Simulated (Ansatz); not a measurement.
# ZrC: response to strain

Aim: deform ZrC (zz strain of +2 %) and compute stress, forces and field gradients with LAPW, PAW and all-electron datasets made for the crystal.

Program: Ansatz 0.2.0. Level of theory: DFT PBEsol, scalar-relativistic. These are calculated values, not measurements.

## (1) The system as given

It takes space group Fm-3m (No. 225, cubic). Conventional cell: a = 4.700 Å, b = 4.700 Å, c = 4.700 Å, α = 90.00°, β = 90.00°, γ = 90.00°. Around Zr (site symmetry m-3m) lie 6 C at 2.35 Å. Around C (site symmetry m-3m) lie 6 Zr at 2.35 Å.

As a file:

```cif
data_structure
_symmetry_space_group_name_H-M 'P 1'
_symmetry_Int_Tables_number 1
_cell_length_a 3.3237
_cell_length_b 3.3237
_cell_length_c 3.3237
_cell_angle_alpha 60.000
_cell_angle_beta 60.000
_cell_angle_gamma 60.000
_cell_volume 25.96
loop_
_atom_site_label
_atom_site_type_symbol
_atom_site_fract_x
_atom_site_fract_y
_atom_site_fract_z
_atom_site_occupancy
Zr1 Zr 0.50000 0.50000 0.50000 1
C1 C 0.00000 0.00000 0.00000 1
```

Atoms are numbered in the order of the input: Zr1, C2.

## (2) The deformed structure

Space group Fm-3m before, I4/mmm after.

## (3) Full-potential LAPW

Input file input.yaml:

```yaml
crystal:
  lattice:
    - [0.0, 2.35021, 2.3972142]
    - [2.35021, 0.0, 2.3972142]
    - [2.35021, 2.35021, 0.0]
  atoms:
    - { symbol: Zr, position: [0.5, 0.5, 0.5] }
    - { symbol: C, position: [0.0, 0.0, 0.0] }
kpoints:
  mp_grid: { grid: [15, 15, 15] }
  band_path:
    path:
      - [0.0, 0.0, 0.0]
      - [0.0, 0.5, 0.5]
      - [0.25, 0.75, 0.5]
      - [0.0, 0.5, 0.0]
      - [0.0, 0.0, 0.0]
      - [0.5, 0.5, 0.0]
      - [0.3701460977, 0.6298539023, 0.0]
      - [-0.3701460977, 0.3701460977, 0.0]
      - [0.0, 0.0, 0.0]
    npoints: 5
scf:
  occupations: { method: fermi_dirac, width: 0.05 }
hamiltonian:
  xc: pbesol
  pseudopotentials: { kind: all_electron, lapw: { basis_error: 0.00025 } }
output:
  forces: true
  stress: true
  eigenvalues: true
```

Run with:

```sh
ansatz run input.yaml --threads 1 --pin off --max-ram 3072MiB --backend cpu --events-out ev --progress --plain --runs-dir out
```

## (4) PAW with frozen cores

Input file input.yaml:

```yaml
crystal:
  lattice:
    - [0.0, 2.35021, 2.3972142]
    - [2.35021, 0.0, 2.3972142]
    - [2.35021, 2.35021, 0.0]
  atoms:
    - { symbol: Zr, position: [0.5, 0.5, 0.5] }
    - { symbol: C, position: [0.0, 0.0, 0.0] }
kpoints:
  mp_grid: { grid: [15, 15, 15] }
scf:
  occupations: { method: fermi_dirac, width: 0.05 }
hamiltonian:
  xc: pbesol
  pseudopotentials: { kind: paw }
output:
  forces: true
  stress: true
  eigenvalues: true
  efg: { contact_densities: true }
  write_density: true
  write_potential: true
  elf: true
  volumetric_format: npy
```

## (5) Datasets made for this crystal

Changes to input.yaml since step 4:

```diff
@@ -14,3 +14,3 @@
   xc: pbesol
-  pseudopotentials: { kind: paw }
+  pseudopotentials: { kind: all_electron, datasets: crystal }
 output:
@@ -20,5 +20 @@
   efg: { contact_densities: true }
-  write_density: true
-  write_potential: true
-  elf: true
-  volumetric_format: npy
```

(Steps that only read results are left out.)

**Question.** What will these runs give? Wanted: pressure; largest shear or deviatoric stress.

As calculated:

| quantity | value |
| --- | --- |
| pressure | LAPW -8.50, PAW -8.55, crystal datasets -8.50 GPa |
| largest shear or deviatoric stress (LAPW) | 4.14 GPa |

What this shows: The largest part of the stress beyond the pressure is 4.14 GPa in size, in the zz component; the atoms are carried along and not relaxed. No run of the undeformed cell stands beside it, so the pressure holds what the given cell had before the change. PAW: stress within 0.06 GPa of LAPW. Crystal datasets: stress within 0.01 GPa of LAPW.
